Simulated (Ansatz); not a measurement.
# AlClFH₃Si: one species, many methods

The task here is to estimate one member of a computed series from the others.

The runs use Ansatz 0.2.0, Gaussian basis; functionals in def2-TZVPP, the program's frozen cores in correlated methods.

The runs, in order: LDA (SPW92), PBE-D4, revPBE-D4, BLYP-D4, r2SCAN-D4, B97M-V, PBE0-D4, B3LYP-D4, r2SCANh-D4, r2SCAN0-D4, HSE06-D4, BHLYP-D4, CAM-B3LYP-D4, LC-ωPBE, ωB97X-V, ωB97M-V, B2PLYP, PBE-QIDH; CCSD(T)/def2-SVP; CCSD(T)/def2-TZVPP; MP2/def2-QZVPP; extrapolation to the limit; RPA on PBE.

## Structure used throughout

The geometry comes from an earlier relaxation with PBE0-D4 in a triple-zeta def2 set; it is a stationary point, not always the lowest conformer.

SMILES `[F][AlH][SiH2]Cl`, 7 atoms, charge 0, spin multiplicity 1.

Atoms are counted from 1 here; the program's logs count them from 0.

Bond lengths: F1–Al2 1.652 Å, Al2–Si3 2.455 Å, Al2–H5 1.578 Å, Si3–Cl4 2.073 Å, Si3–H6 1.488 Å, Si3–H7 1.488 Å. Angles: F1–Al2–Si3 116.0°, F1–Al2–H5 117.6°, Si3–Al2–H5 126.4°, Al2–Si3–Cl4 107.8°, Al2–Si3–H6 113.3°, Al2–Si3–H7 113.3°, Cl4–Si3–H6 107.3°, Cl4–Si3–H7 107.3°, H6–Si3–H7 107.5°.

Set-up of the first run:

File in.yaml:

```yaml
crystal:
  periodic: [false, false, false]
  atoms:
    - {symbol: F, position_ang: [-0.961144, -2.182694, 1.156215]}
    - {symbol: Al, position_ang: [-0.858840, -1.135175, -0.117422]}
    - {symbol: Si, position_ang: [0.663669, 0.768319, 0.175134]}
    - {symbol: Cl, position_ang: [0.586383, 1.912417, -1.552003]}
    - {symbol: H, position_ang: [-1.736801, -1.446193, -1.391610]}
    - {symbol: H, position_ang: [0.287236, 1.653265, 1.309982]}
    - {symbol: H, position_ang: [2.080697, 0.361962, 0.374205]}
basis:
  gaussian: {orbitals: def2-TZVPP}
hamiltonian: {xc: lda}
output: {orbitals: {seedname: orbitals}}
```

The run is started by

```sh
ansatz run in.yaml --threads 2 --pin off --events-out ev --progress --plain --max-ram 4352MiB
```

Steps of the session up to this table: LDA; PBE-D4 (GGA); revPBE-D4 (GGA); BLYP-D4 (GGA); r2SCAN-D4 (meta-GGA); B97M-V (meta-GGA); PBE0-D4 (hybrid); B3LYP-D4 (hybrid); r2SCANh-D4 (hybrid); r2SCAN0-D4 (hybrid); HSE06-D4 (hybrid); BHLYP-D4 (hybrid); CAM-B3LYP-D4 (range-separated); LC-ωPBE (range-separated); ωB97X-V (range-separated); ωB97M-V (range-separated); B2PLYP (double hybrid); PBE-QIDH (double hybrid).

One table of the session follows, with a row left open; its other results are not shown here.

It belongs to the step «Frontier levels by functional». 

| functional | HOMO (eV) | LUMO (eV) | gap (eV) |
| --- | --- | --- | --- |
| LDA (SPW92) | -6.78 | -2.97 | 3.81 |
| PBE-D4 | -6.69 | -2.75 | 3.94 |
| revPBE-D4 | ? | ? | ? |
| BLYP-D4 | -6.57 | -2.62 | 3.94 |
| r2SCAN-D4 | -6.96 | -2.53 | 4.43 |
| B97M-V | -7.04 | -2.74 | 4.30 |
| PBE0-D4 | -7.85 | -2.01 | 5.84 |
| B3LYP-D4 | -7.66 | -2.20 | 5.46 |
| r2SCANh-D4 | -7.38 | -2.27 | 5.11 |
| r2SCAN0-D4 | -8.02 | -1.89 | 6.13 |
| HSE06-D4 | -7.46 | -2.38 | 5.08 |
| BHLYP-D4 | -8.92 | -1.23 | 7.69 |
| CAM-B3LYP-D4 | -9.13 | -1.04 | 8.09 |
| LC-ωPBE | -10.42 | 0.04 | 10.46 |
| ωB97X-V | -10.10 | -0.07 | 10.03 |
| ωB97M-V | -9.85 | -0.34 | 9.51 |

Q: Estimate the row for revPBE-D4 from the others.

As computed: HOMO (eV): -6.65; LUMO (eV): -2.65; gap (eV): 4.00. In the column «HOMO (eV)» it lies between PBE-D4 (-6.69) and BLYP-D4 (-6.57).
